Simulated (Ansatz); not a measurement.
# CsB5: the cost of one run

Method: DFT PBE, scalar-relativistic, plane waves, PAW, in Ansatz 0.2.0.

## 1. The structure to begin with

Symmetry: Pmmm, No. 47, orthorhombic system. The conventional cell has a = 4.276 Å, b = 4.405 Å, c = 4.765 Å, α = 90.00°, β = 90.00°, γ = 90.00°. Cs (site symmetry mmm) is surrounded by 10 B at 2.24 to 2.44 Å. Around B (site symmetry mm2) lie 1 B at 2.12 Å and 2 Cs at 2.44 Å. B (site symmetry m2m) is surrounded by 1 B at 1.36 Å. B (site symmetry mmm) is surrounded by 2 Cs at 2.38 Å.

Structure file:

```cif
data_structure
_symmetry_space_group_name_H-M 'P 1'
_symmetry_Int_Tables_number 1
_cell_length_a 4.2765
_cell_length_b 4.4055
_cell_length_c 4.7655
_cell_angle_alpha 90.000
_cell_angle_beta 90.000
_cell_angle_gamma 90.000
_cell_volume 89.78
loop_
_atom_site_label
_atom_site_type_symbol
_atom_site_fract_x
_atom_site_fract_y
_atom_site_fract_z
_atom_site_occupancy
Cs1 Cs 0.50000 0.00000 0.50000 1
B1 B 0.50000 0.50000 0.72249 1
B2 B 0.50000 0.50000 0.27751 1
B3 B 0.00000 0.84604 0.50000 1
B4 B 0.00000 0.15396 0.50000 1
B5 B 0.50000 0.00000 0.00000 1
```

Recipe of the guess: random cell by space group and Wyckoff sites (Pmmm, No. 47). The dimensions are guesses.

## 2. The guess as it stands, on a coarse mesh

input.yaml reads:

```yaml
crystal:
  lattice:
    - [4.27646648, 0.0, 0.0]
    - [0.0, 4.40546519, 0.0]
    - [0.0, 0.0, 4.76548396]
  atoms:
    - { symbol: Cs, position: [0.5, 0.0, 0.5] }
    - { symbol: B, position: [0.5, 0.5, 0.72249087] }
    - { symbol: B, position: [0.5, 0.5, 0.27750913] }
    - { symbol: B, position: [0.0, 0.84603644, 0.5] }
    - { symbol: B, position: [0.0, 0.15396356, 0.5] }
    - { symbol: B, position: [0.5, 0.0, 0.0] }
basis:
  ecutwfc: 420
kpoints:
  mp_grid: { grid: [4, 4, 4] }
hamiltonian:
  xc: pbe
scf:
  occupations: { method: gaussian, width: 0.1 }
  lower_state_search: "off"
output:
  forces: true
  stress: true
  eigenvalues: true
```

On the command line:

```sh
$ ansatz run input.yaml --threads 1 --pin off --max-ram 2048MiB --backend cpu --events-out ev --progress --plain --runs-dir out
```

Q: Estimate wall time and peak memory on 1 thread of Arm Neoverse V2, shared host.

About 3.1 s, with a peak of 0.39 GiB.
